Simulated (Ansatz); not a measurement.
# H2Si5: the cost of one run

Method: the settings change from run to run; program: Ansatz 0.2.0, Gaussian basis.

### 1 The relaxed structure

The geometry comes from an earlier relaxation with B3LYP-D4/def2-SVP; it is a stationary point, not always the lowest conformer.

7 atoms, charge 0, spin multiplicity 1.

Atoms are counted from 1 here; the program's logs count them from 0.

Bond lengths: Si1–Si2 2.327 Å, Si1–Si3 2.327 Å, Si1–Si5 2.327 Å, Si1–H6 1.482 Å, Si2–Si4 2.327 Å, Si3–Si4 2.327 Å, Si4–Si5 2.327 Å, Si4–H7 1.482 Å. Angles: Si2–Si1–Si3 81.4°, Si2–Si1–Si5 81.4°, Si2–Si1–H6 131.2°, Si3–Si1–Si5 81.4°, Si3–Si1–H6 131.2°, Si5–Si1–H6 131.2°, Si1–Si2–Si4 82.4°, Si1–Si3–Si4 82.4°, Si2–Si4–Si3 81.4°, Si2–Si4–Si5 81.4°, Si2–Si4–H7 131.2°, Si3–Si4–Si5 81.4°, Si3–Si4–H7 131.2°, Si5–Si4–H7 131.2°, Si1–Si5–Si4 82.4°.

### 2 B3LYP5/6-31++G**

This run has multiplicity 3, atoms shaken by 0.15 Å.

Input file in.yaml:

```yaml
crystal:
  periodic: [false, false, false]
  atoms:
    - {symbol: Si, position_ang: [0.476617, -0.236621, -1.480478]}
    - {symbol: Si, position_ang: [0.698878, -1.739608, 0.486158]}
    - {symbol: Si, position_ang: [-1.544529, -0.000156, -0.626631]}
    - {symbol: Si, position_ang: [-0.659003, 0.210356, 1.570541]}
    - {symbol: Si, position_ang: [0.967182, 1.539329, 0.354195]}
    - {symbol: H, position_ang: [1.108002, -0.046666, -3.220546]}
    - {symbol: H, position_ang: [-1.227387, 0.420285, 2.805822]}
basis:
  gaussian: {orbitals: "6-31++G**"}
magnetization: {spin_polarized: true, initial_magnetization: 2}
hamiltonian: {xc: {name: B3LYP5}}
output: {forces: true}
```

Run with:

```
$ ansatz run in.yaml --threads 4 --pin off --events-out ev --progress --plain --max-ram 3916MiB
```

Q: Estimate wall time and peak memory on 4 threads of Arm Neoverse V2, shared host.

About 29 s, with a peak of 0.56 GiB.
